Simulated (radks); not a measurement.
# Ionisation of Ir⁺: one atom, several choices of exchange strength α

One table from this session's results is given with a row withheld; the runs are named, their logs left out.

The numbers are computed with radks (a radial shooting solver on a logarithmic mesh, Libxc functionals) version 1 (scalar-relativistic Kohn-Sham, spin-unpolarised, spherical densities, finite nucleus), except any that are marked as measured or tabulated.

**The system**

| Property | Result |
| --- | --- |
| element | iridium (Z = 77) |
| charge | +1 |
| electrons | 76 |
| configuration | [Xe] 4f14 5d7 6s1 |
| ion | Ir²⁺, [Xe] 4f14 5d7 |
| choices | α = 0.551; α = 0.597; α = 0.648; α = 0.667; α = 0.67; α = 0.715; α = 1.018 |

The outer shells:

Ir⁺
```
[Xe] core
4f [↑↓][↑↓][↑↓][↑↓][↑↓][↑↓][↑↓]
5d [↑↓][↑↓][↑ ][↑ ][↑ ]
6s [↑ ]
```

Ir²⁺
```
[Xe] core
4f [↑↓][↑↓][↑↓][↑↓][↑↓][↑↓][↑↓]
5d [↑↓][↑↓][↑ ][↑ ][↑ ]
```

Set-up of the first run:

Settings of this run:

```text
Z 77
configuration [Xe] 4f14 5d7 6s1
relativity scalar-relativistic
functional xalpha 0.551
spin unpolarised
nucleus finite rms 5.4032 fm
c 137.035999084
```

Steps of the session up to this table: α = 0.551: Ir⁺.

One table of the session follows, with a row left open; its other results are not shown here.

It belongs to the step «α = 0.551: Ir⁺». From the orbitals of this run (lengths in bohr):

```
level     <r>  outermost maximum (interpolated)  90 % within  nodes
   4s  0.4247                             0.398        0.610      3
   4p       ?                                 ?            ?      ?
   4d  0.4808                             0.428        0.719      1
   5s  0.9821                             0.893         1.41      4
   4f  0.5410                             0.396        0.880      0
   5p   1.142                              1.01         1.66      3
   5d   1.730                              1.32         2.73      2
   6s   2.785                              2.37         4.10      5
```

**Question.** Estimate the row for 4p.

The run gave: <r>: 0.4523; outermost maximum (interpolated): 0.419; 90 % within: 0.657; nodes: 2. In the column «<r>» it lies between 4s (0.4247) and 4d (0.4808).

Caveats from the session: Spin polarisation and multiplet splitting are left out, so open shells lie too high by an amount that depends on their filling.
